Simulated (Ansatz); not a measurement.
# CH5NOSeSi: the cost of one run

Program: Ansatz 0.2.0 through its Python package. Level of theory: MP2/6-31G*. These are calculated values, not measurements.

**1. The system**

Bond lengths: O1–C2 1.254 Å, C2–Se3 1.889 Å, C2–N4 1.449 Å, N4–Si5 1.850 Å, Se3–H6 1.531 Å, N4–H7 1.005 Å, Si5–H8 1.448 Å, Si5–H9 1.491 Å, Si5–H10 1.453 Å. Angles: O1–C2–Se3 117.2°, O1–C2–N4 125.3°, Se3–C2–N4 117.4°, C2–Se3–H6 92.1°, C2–N4–Si5 118.5°, C2–N4–H7 122.2°, Si5–N4–H7 119.2°, N4–Si5–H8 108.4°, N4–Si5–H9 108.6°, N4–Si5–H10 107.0°, H8–Si5–H9 112.8°, H8–Si5–H10 110.3°, H9–Si5–H10 109.5°.

The script holds or builds the structure itself.

**2. The script**

Input file ch5nosesi_energy.py:

```python
import logging
import sys

import ansatz as az
from ase import Atoms
import numpy as np

logging.basicConfig(stream=sys.stdout, format="%(levelname)s %(message)s")
log = logging.getLogger("run")
log.setLevel(logging.INFO)


def main() -> None:
    atoms = Atoms(["O", "C", "Se", "N", "Si", "H", "H", "H", "H", "H"], positions=[
        (-0.5144, -1.6347, 0.8852),
        (0.318, -0.697, 0.9245),
        (1.4978, -0.6523, 2.3986),
        (0.5066, 0.299, -0.1114),
        (-0.6601, 0.3118, -1.5469),
        (0.5727, 0.2826, 3.1828),
        (1.2004, 1.0225, -0.0378),
        (-0.4969, -0.9268, -2.2783),
        (-2.0466, 0.5005, -1.0319),
        (-0.2944, 1.4433, -2.3818),
    ])
    mol = az.Crystal.molecule_from_ase(atoms)

    setup = (
        mol.calculation()
        .basis(gaussian="6-31G*")
        .correlation("mp2")
        .scf(lower_state_search="standard")
        .forces()
    )
    summary = setup.session().plan(threads=1).execute().report

    log.info(f"E = {summary['free_energy_ev']:.6f} eV = {summary['free_energy_ev'] / 27.211386246:.7f} Ha")
    print("converged:", summary["converged"], " doubts:", summary["published_state_doubts"] or "none")

    print("correlation energy", round(summary["free_energy_ev"] - summary["reference_energy_ev"], 5), "eV")
    cluster = summary["correlation"].get("coupled_cluster")
    if cluster:
        print("cycles", cluster["cycles"], " T1 diagnostic", round(cluster["t1_diagnostic"], 4), " largest double", round(cluster["largest_double"], 4))

    symbols = [site.symbol for site in mol.cartesian_sites]
    forces = np.array(summary["forces_ev_ang"])
    print("largest force", round(float(np.linalg.norm(forces, axis=1).max()), 4), "eV/A, rms", round(float(np.sqrt((forces ** 2).mean())), 4))

    charges = summary["charge_distribution"]
    print("dipole moment", round(4.803205 * float(np.linalg.norm(charges["dipole_moment_e_ang"])), 3), "D")
    print("Mulliken:", [(s, round(q, 3)) for s, q in zip(symbols, charges["mulliken_charges_e"])])


if __name__ == "__main__":
    main()
```

**3. The run**

The run is started by

```console
> python ch5nosesi_energy.py
```

**Question.** How long does this script take on 1 thread of Arm Neoverse V2, shared host, and how much memory does it need?

About 7.2 s, with a peak of 0.33 GiB.
